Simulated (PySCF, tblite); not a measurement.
# C3H9B− (doublet): geometry, infrared bands and EPR parameters

Wanted: the infrared bands and EPR parameters of C3H9B− (doublet) (`[BH2-]CCC`), by calculation.

The runs use tblite 0.8.0 and PySCF 2.14.0, with density-fitted response routines of our own; the level of theory stands in each step. All values are computed, except where a source is named. Atoms are numbered from 0 throughout.

## 1. Starting geometry

13 atoms, charge -1, multiplicity 2; geometry from: force field or distance geometry start.

Bonds of the start (Å): B0–C1 1.62, C1–C2 1.53, C2–C3 1.54, B0–H4 1.18, B0–H5 1.19, C1–H6 1.11, C1–H7 1.10, C2–H8 1.11, C2–H9 1.11, C3–H10 1.12, C3–H11 1.10, C3–H12 1.12.

## 2. Relaxing the molecule with GFN2-xTB

The job: settings as JSON, then the geometry in Å.

```
{"job": {"kind": "relax", "xc": "GFN2-xTB", "basis": "xTB"}, "charge": -1, "multiplicity": 2}
B      1.980200     0.590800     0.692300
C      0.488800     0.673300     0.064300
C     -0.260100    -0.640700     0.318500
C     -1.678000    -0.557800    -0.277500
H      2.646900    -0.145400     0.052800
H      2.458600     1.678300     0.694700
H     -0.045700     1.517700     0.547600
H      0.580000     0.871000    -1.012400
H      0.276600    -1.488100    -0.159300
H     -0.349500    -0.835800     1.411800
H     -2.210100    -1.524600    -0.082600
H     -1.635500    -0.397300    -1.364000
H     -2.256500     0.259200     0.217600
```

Run with:

```bash
> OMP_NUM_THREADS=1 python probes_run.py task.json out
```

The driver reads the jobs from task.json and runs them one after another.

**Question.** This job is followed by: GFN2-xTB harmonic vibrations, gas phase; UKS B3LYP, pcH-1 on B C H, non-relativistic, mean-field spin-orbit, GIAO. What will the session give for the following? strongest single infrared mode (GFN2-xTB); zero-point energy (GFN2-xTB); g(iso) (B3LYP); ⟨S²⟩; largest a(iso) (averaged by class).

As calculated:

| quantity | value |
| --- | --- |
| strongest single infrared mode (GFN2-xTB) | 1898 cm⁻¹, 868 km/mol |
| zero-point energy (GFN2-xTB) | 67.0 kcal/mol |
| g(iso) (B3LYP) | 2.00235 |
| ⟨S²⟩ | 0.752 (exact 0.75) |
| largest a(iso) (averaged by class) | 11B on B0, 181.3 MHz |

**Reading.** The optimisation took 35 steps and gained 0.230 eV; among the close pairs (by a distance rule), B0–H4 changed most, from 1.181 to 1.240 Å. No mode is imaginary among the 33: a minimum at this level. The strongest single mode, at 1898 cm⁻¹, moves mainly H4 and H5. GFN2-xTB is a fitted tight-binding method: band positions and strengths are rough. Its intensities can rank the bands wrongly. B0 carries the largest spin population, 1.09 e. The isotropic g lies 0.0 ppt above the free-electron value.
